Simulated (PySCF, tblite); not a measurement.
**CH₁₀AsSi₃ radical: geometry, infrared bands and EPR parameters**

Aim: predict the infrared bands and EPR parameters of CH₁₀AsSi₃ radical (`C[AsH][SiH2][SiH][SiH3]`).

Programs: tblite 0.8.0 and PySCF 2.14.0, with density-fitted response routines of our own. Each step states its level of theory. These are calculated values for one molecule in the gas phase, unless marked as measured. Atoms count from 0, in the outputs and in this text.

## 1. The starting structure

15 atoms, charge 0, multiplicity 2; geometry from: force field or distance geometry start.

Bonds of the start (Å): C0–As1 1.96, As1–Si2 2.34, Si2–Si3 2.24, Si3–Si4 2.22, C0–H5 1.12, C0–H6 1.11, C0–H7 1.11, As1–H8 1.57, Si2–H9 1.46, Si2–H10 1.48, Si3–H11 1.46, Si4–H12 1.47, Si4–H13 1.48, Si4–H14 1.48.

## 2. Geometry optimisation with GFN2-xTB

What the job is given:

```
{"job": {"kind": "relax", "xc": "GFN2-xTB", "basis": "xTB"}, "charge": 0, "multiplicity": 2}
C     -2.243700    -0.151200    -0.479900
As    -0.919300    -1.582100    -0.330200
Si     0.098000    -0.628200     1.545000
Si     1.128300     1.262300     0.926000
Si     2.534200     0.789400    -0.728100
H     -3.029400    -0.449000    -1.219300
H     -2.737900     0.036500     0.498000
H     -1.751500     0.786500    -0.822600
H     -1.856300    -2.472800     0.557500
H      1.064100    -1.566100     2.109600
H     -0.937100    -0.316000     2.549400
H      0.129700     2.227800     0.470300
H      3.517000    -0.197700    -0.269700
H      1.779300     0.238900    -1.869600
H      3.220300     2.029700    -1.152500
```

On the command line:

```sh
> OMP_NUM_THREADS=1 python probes_run.py task.json out
```

This one command runs all jobs of the session in turn.

What it wrote:

```text
step      E/eV     max force
  0    -400.25730    1.234
  1    -400.33560    0.580
  2    -400.37959    0.360
  3    -400.39094    0.347
  4    -400.40962    0.261
  5    -400.42042    0.266
  6    -400.43630    0.379
  7    -400.44804    0.299
  8    -400.45878    0.306
  9    -400.46613    0.301
 10    -400.47103    0.190
 11    -400.47428    0.137
 12    -400.47655    0.146
 13    -400.47872    0.163
 14    -400.48149    0.186
 15    -400.48422    0.134
 16    -400.48600    0.088
 17    -400.48680    0.062
 18    -400.48727    0.055
 19    -400.48785    0.077
 20    -400.48867    0.094
 21    -400.48971    0.080
 22    -400.49077    0.073
 23    -400.49171    0.080
 24    -400.49255    0.084
 25    -400.49326    0.074
 26    -400.49379    0.078
 27    -400.49422    0.061
 28    -400.49467    0.080
 29    -400.49524    0.086
 30    -400.49593    0.069
 31    -400.49657    0.078
 32    -400.49705    0.055
 33    -400.49741    0.051
 34    -400.49773    0.041
 35    -400.49806    0.062
 36    -400.49847    0.072
 37    -400.49897    0.066
 38    -400.49959    0.080
 39    -400.50028    0.072
 40    -400.50096    0.074
 41    -400.50152    0.062
 42    -400.50202    0.070
 43    -400.50259    0.093
 44    -400.50331    0.098
 45    -400.50421    0.086
 46    -400.50516    0.074
 47    -400.50584    0.056
 48    -400.50622    0.047
 49    -400.50650    0.047
 50    -400.50684    0.068
 51    -400.50725    0.080
 52    -400.50764    0.056
 53    -400.50791    0.037
 54    -400.50809    0.031
 55    -400.50824    0.042
 56    -400.50839    0.040
 57    -400.50849    0.024
 58    -400.50856    0.022
 59    -400.50862    0.024
 60    -400.50870    0.027
 61    -400.50882    0.027
 62    -400.50892    0.023
 63    -400.50899    0.015
 64    -400.50901    0.012
 65    -400.50904    0.013
 66    -400.50908    0.016
 67    -400.50914    0.025
 68    -400.50926    0.031
 69    -400.50941    0.034
 70    -400.50954    0.024
 71    -400.50962    0.019
 72    -400.50967    0.020
 73    -400.50973    0.020
 74    -400.50981    0.024
 75    -400.50991    0.029
 76    -400.51003    0.033
 77    -400.51018    0.040
 78    -400.51033    0.032
 79    -400.51043    0.021
 80    -400.51050    0.023
 81    -400.51057    0.027
 82    -400.51069    0.038
 83    -400.51091    0.047
 84    -400.51125    0.052
 85    -400.51160    0.042
 86    -400.51185    0.037
 87    -400.51200    0.041
 88    -400.51215    0.042
 89    -400.51246    0.048
 90    -400.51323    0.065
 91    -400.51436    0.083
 92    -400.51536    0.097
 93    -400.51584    0.081
 94    -400.51666    0.049
 95    -400.51692    0.044
 96    -400.51751    0.039
 97    -400.51772    0.032
 98    -400.51792    0.036
 99    -400.51806    0.040
100    -400.51827    0.042
101    -400.51852    0.043
102    -400.51877    0.034
103    -400.51889    0.018
104    -400.51893    0.015
105    -400.51896    0.015
106    -400.51900    0.018
107    -400.51906    0.022
108    -400.51918    0.031
109    -400.51930    0.038
110    -400.51943    0.041
111    -400.51957    0.036
112    -400.51972    0.026
113    -400.51986    0.025
114    -400.51996    0.016
115    -400.52003    0.019
116    -400.52008    0.019
117    -400.52016    0.024
118    -400.52030    0.031
119    -400.52048    0.030
120    -400.52065    0.028
121    -400.52077    0.025
122    -400.52085    0.029
123    -400.52093    0.030
124    -400.52101    0.024
125    -400.52110    0.022
126    -400.52118    0.019
127    -400.52125    0.015
128    -400.52129    0.012
129    -400.52131    0.009
```

It took 0.85 s on 1 thread of Arm Neoverse V2, shared host.

Relaxation path: (not every step is listed)

```
step  energy from step 0 (eV)  largest force (eV/Å)
   0                   0.0000                1.2338
   1                  -0.0783                0.5804
   2                  -0.1223                0.3596
   3                  -0.1336                0.3472
   4                  -0.1523                0.2614
   5                  -0.1631                0.2662
   6                  -0.1790                0.3790
   7                  -0.1907                0.2990
   8                  -0.2015                0.3062
  19                  -0.2305                0.0774
  30                  -0.2386                0.0692
  41                  -0.2442                0.0622
  52                  -0.2503                0.0562
  63                  -0.2517                0.0153
  74                  -0.2525                0.0244
  85                  -0.2543                0.0417
  96                  -0.2602                0.0387
 107                  -0.2618                0.0220
 118                  -0.2630                0.0307
 124                  -0.2637                0.0241
 125                  -0.2638                0.0222
 126                  -0.2639                0.0193
 127                  -0.2640                0.0154
 128                  -0.2640                0.0122
 129                  -0.2640                0.0094
```

Distances of close pairs at the start and the end, largest changes first:

| bond | before (Å) | after (Å) | change (Å) |
| --- | --- | --- | --- |
| Si3–Si4 | 2.222 | 2.301 | +0.079 |
| Si2–Si3 | 2.240 | 2.313 | +0.072 |
| As1–H8 | 1.568 | 1.511 | -0.057 |
| C0–H5 | 1.119 | 1.090 | -0.029 |
| Si3–H11 | 1.462 | 1.485 | +0.023 |
| C0–As1 | 1.955 | 1.978 | +0.022 |
| C0–H7 | 1.113 | 1.091 | -0.022 |
| C0–H6 | 1.112 | 1.090 | -0.022 |

The end geometry stands in the next job.

## 3. Infrared spectrum with GFN2-xTB

What the job is given:

```
{"job": {"kind": "ir", "xc": "GFN2-xTB", "basis": "xTB"}, "charge": 0, "multiplicity": 2}
C     -1.940069    -0.204145    -0.697945
As    -1.053730    -1.829209    -0.000959
Si    -0.030590    -0.769594     1.825027
Si     1.174741     1.054588     1.071417
Si     2.330717     0.925966    -0.914007
H     -2.723995    -0.476421    -1.404883
H     -2.385984     0.398143     0.092943
H     -1.211845     0.409460    -1.230310
H     -2.255338    -2.264995     0.804438
H      0.876646    -1.738781     2.467885
H     -0.994393    -0.398612     2.878605
H      0.297604     2.252440     1.049632
H      3.404020    -0.066051    -0.784915
H      1.558632     0.510531    -2.098613
H      2.949170     2.204670    -1.274502
```

What it wrote:

```text
mode    cm-1     km/mol
  1      -9.5      0.23
  2      19.3      0.22
  3      43.6      0.64
  4      62.4      0.25
  5     111.2      2.06
  6     159.4      0.59
  7     170.6      1.49
  8     306.4     16.12
  9     336.1      3.46
 10     349.0      4.53
 11     388.1     27.82
 12     411.1     15.09
 13     444.8     19.06
 14     509.3     25.65
 15     528.8     14.57
 16     557.6    421.86
 17     563.7    202.11
 18     616.6     14.81
 19     653.3    153.40
 20     659.0      9.21
 21     778.2    685.22
 22     808.5     19.73
 23     813.2    345.56
 24     828.2     36.40
 25     843.3    114.49
 26     890.9     84.15
 27    1323.2      2.62
 28    1468.9      2.26
 29    1476.2      4.32
 30    1848.7    766.89
 31    2031.3    259.39
 32    2118.7    393.47
 33    2126.5    232.34
 34    2137.9    324.10
 35    2208.0    328.48
 36    2222.5    291.14
 37    2969.7     49.92
 38    2974.6     34.84
 39    2983.3     19.43
```

Wall time 0.52 s (1 thread of Arm Neoverse V2, shared host).

The strongest bands and the atoms that carry them (share of the mass-weighted mode):

```csv
cm⁻¹,km/mol,atoms
558,421.9,"H11 31 %, H9 17 %, H10 14 %, C0 13 %"
778,685.2,"H12 36 %, H14 35 %, H13 17 %"
813,345.6,"H10 19 %, H9 19 %, H14 18 %, H12 16 %"
1849,766.9,H8 98 %
2119,393.5,H10 87 %
2138,324.1,H13 93 %
2208,328.5,H12 95 %
2222,291.1,H14 96 %
```

## 4. EPR parameters: B3LYP/def2-TZVP-core+pcH-1

Same as in step 3 but for these lines:

```diff
@@ -1,2 +1,2 @@
-{"job": {"kind": "ir", "xc": "GFN2-xTB", "basis": "xTB"}, "charge": 0, "multiplicity": 2}
+{"job": {"kind": "epr", "basis": "pcH-1"}, "charge": 0, "multiplicity": 2}
 C     -1.940069    -0.204145    -0.697945
```

Method: UKS B3LYP, def2-TZVP-core on As, pcH-1 on C H Si, non-relativistic, mean-field spin-orbit, GIAO.

What it wrote:

```text
UKS, coarse grid
  cycle   1  E = -3148.48251354  |g| = 1.37e+00
  cycle   2  E = -3148.47000553  |g| = 6.41e-01
  cycle   3  E = -3148.50569099  |g| = 3.56e-01
  cycle   4  E = -3148.54072864  |g| = 6.60e-02
  cycle   5  E = -3148.54310426  |g| = 1.11e-02
  cycle   6  E = -3148.54316114  |g| = 2.64e-03
  cycle   7  E = -3148.54316521  |g| = 6.74e-04
UKS, final grid
  cycle   1  E = -3148.54321710  |g| = 7.12e-04
  cycle   2  E = -3148.54321694  |g| = 1.00e-03
  cycle   3  E = -3148.54321744  |g| = 8.52e-05
  cycle   4  E = -3148.54321744  |g| = 2.06e-05
E = -3148.54321744 Eh   <S^2> = 0.7529 (exact 0.7500)
g shifts (ppm)      1          2          3
  rmc          -127       -127       -127
  gc             10         42         47
  oz_so         -80       4572       8339
  total        -197       4487       8259
hyperfine (MHz)  atom isotope    a_iso     a_fc   dipolar eigenvalues
    0   13C       7.61       7.63     -0.48     -0.31      0.79
    1  75As       9.17      10.81    -19.88    -19.07     38.95
    2  29Si       0.98       0.99     -5.62      1.18      4.45
    3  29Si    -330.46    -331.26   -166.89     83.32     83.57
    4  29Si      -9.29      -9.30     -4.93      0.75      4.19
    5    1H      -0.38      -0.37     -0.85     -0.37      1.23
    6    1H       0.16       0.15     -1.43     -0.93      2.36
    7    1H       0.65       0.63     -2.26     -1.10      3.36
    8    1H       7.46       7.41     -1.63      0.27      1.37
    9    1H      10.79      10.80     -2.21     -1.19      3.40
   10    1H      -2.20      -2.20     -2.02     -0.98      3.00
   11    1H      -6.88      -6.92     -9.82      1.96      7.87
   12    1H       2.16       2.16     -2.37     -1.17      3.55
   13    1H      75.89      75.88     -2.17     -0.17      2.34
   14    1H      -0.34      -0.34     -2.26     -1.11      3.37
```

Wall time 3.1 min (1 thread of Arm Neoverse V2, shared host); peak memory 1.3 GiB.

Principal g values 2.00212, 2.00681, 2.01058; g(iso) = 2.00650, against 2.00232 for a free electron.

Mean a(iso) over the nuclei that a row names, and the largest dipolar term of the row (other rows stand at the frozen geometry):

```
       nuclei  isotope  a(iso) (MHz)  a(iso) (G, at g = 2.0023)  largest dipolar term (MHz)
          Si3     29Si        -330.5                     -117.9                      -166.9
H12, H13, H14       1H          25.9                        9.2                         3.5
          Si4     29Si          -9.3                       -3.3                        -4.9
          As1     75As           9.2                        3.3                        38.9
           C0      13C           7.6                        2.7                         0.8
           H8       1H           7.5                        2.7                        -1.6
          H11       1H          -6.9                       -2.5                        -9.8
      H9, H10       1H           4.3                        1.5                         3.4
          Si2     29Si           1.0                        0.3                        -5.6
   H5, H6, H7       1H           0.1                        0.1                         3.4
```

Mulliken spin populations:

C0 0.00; As1 0.06; Si2 -0.02; Si3 0.95; Si4 -0.01; H5 0.00; H6 0.00; H7 0.00; H8 0.00; H9 0.00; H10 0.00; H11 -0.02; H12 0.00; H13 0.04; H14 0.00

In first order the couplings over 0.8 MHz of 1H, 75As give 180 distinct lines over 45.7 G, if the averaged nuclei exchange fast; the same motion can average rows kept apart here too.

Orbitals, density, ELF and potential are computed afterwards from the orbital file.

ELF in a plane through or near 5 of the atoms.

Ten even steps from '0' (0.00) to '9' (1.00):
```
0000000000000000000000000000
0000000000000000000000000000
0000000000000000000000000000
0000000000000000025300000000
0000000001000121289970000000
0000000036400898599981000000
0001331169700999559730000000
0017997458610598225200000000
0038999213520013675100000000
0016997272873101332134200000
0002564117975434542366300000
0000012259747862563122100000
0000000136548817233000000000
0000000026766615056100000000
0000000036531365444200000000
0000000012200267311000000000
0000000000000033100000000000
0000000000000000000000000000
0000000000000000000000000000
0000000000000000000000000000
```
The map spans 12.9 Å across and 10.9 Å up, centred on the molecule. Atoms in the plane (x, y in Å): C0 (1.5, 1.4), Si2 (0.8, -1.7), Si4 (-2.7, 0.2), H5 (2.1, 2.3), H7 (0.5, 1.8).

log10 of the density (e/Å³) in the same plane.

Ten even steps from ' ' (-4.0) to '@' (1.5):
```
                                                        
                                                        
                              ..........                
                ......  ....::::--------::..            
          ....::::::::::::----====++++==--::            
      ..::::------==------==++****####++==--..          
    ..::----====++++======++**########**==--..          
  ..::--==++++******++====++**##%%@@##++==--..          
  ..--==++******##**++++====++++**##**++==--::..        
  ..::==++****##@@****++++====++****++++====--::..      
  ..::--==++****##******++++++++**++++++====--::..      
    ..::--==++++********************++====--::..        
      ..::--====++++********##@@%%**++==----::..        
        ..::----==++++++++****%%##**++==--::..          
          ..::::--========++******++++--::::            
            ....::------====++++++====--::..            
                ....::::::----==----::::..              
                      ....::::::::::..                  
                            ......                      
                                                        
```
The map spans 12.9 Å across and 10.9 Å up, centred on the molecule. Atoms in the plane (x, y in Å): C0 (1.5, 1.4), Si2 (0.8, -1.7), Si4 (-2.7, 0.2), H5 (2.1, 2.3), H7 (0.5, 1.8).

On the surface of density 0.002 e/bohr³ the electrostatic potential runs, from the 1st to the 99th percentile, from -0.49 V near As1 to 1.08 V near H12.

The spin density lies nearest to Si3 67 %; H11 9 %.

## 5. Outcome

| quantity | value |
| --- | --- |
| strongest single infrared mode (GFN2-xTB) | 1849 cm⁻¹, 767 km/mol |
| zero-point energy (GFN2-xTB) | 56.8 kcal/mol |
| g(iso) (B3LYP) | 2.00650 |
| ⟨S²⟩ | 0.753 (exact 0.75) |
| largest a(iso) (averaged by class) | 29Si on Si3, -330.5 MHz |
| potential on the surface of density 0.002 e/bohr³, 1st and 99th percentile | -0.49 V and 1.08 V |

**Reading.** The optimisation took 129 steps and gained 0.264 eV; among the close pairs (by a distance rule), Si3–Si4 changed most, from 2.222 to 2.301 Å. The lowest mode is slightly imaginary (10i cm⁻¹), a soft motion within the noise of the Hessian, so the minimum is not strictly shown. The strongest single mode, at 1849 cm⁻¹, moves mainly H8. Unscaled tight-binding wavenumbers are off by several per cent, some by more. Its intensities can rank the bands wrongly. Most of the unpaired spin sits on Si3 (0.95 e). The isotropic g lies 4.2 ppt above the free-electron value. The hyperfine terms hold no scalar relativity, which the heavier nuclei need. These values are for one conformer; the search (at its own cheap level) found 2 more, at 0.13, 0.18 kcal/mol, and measured spectra average over such forms.
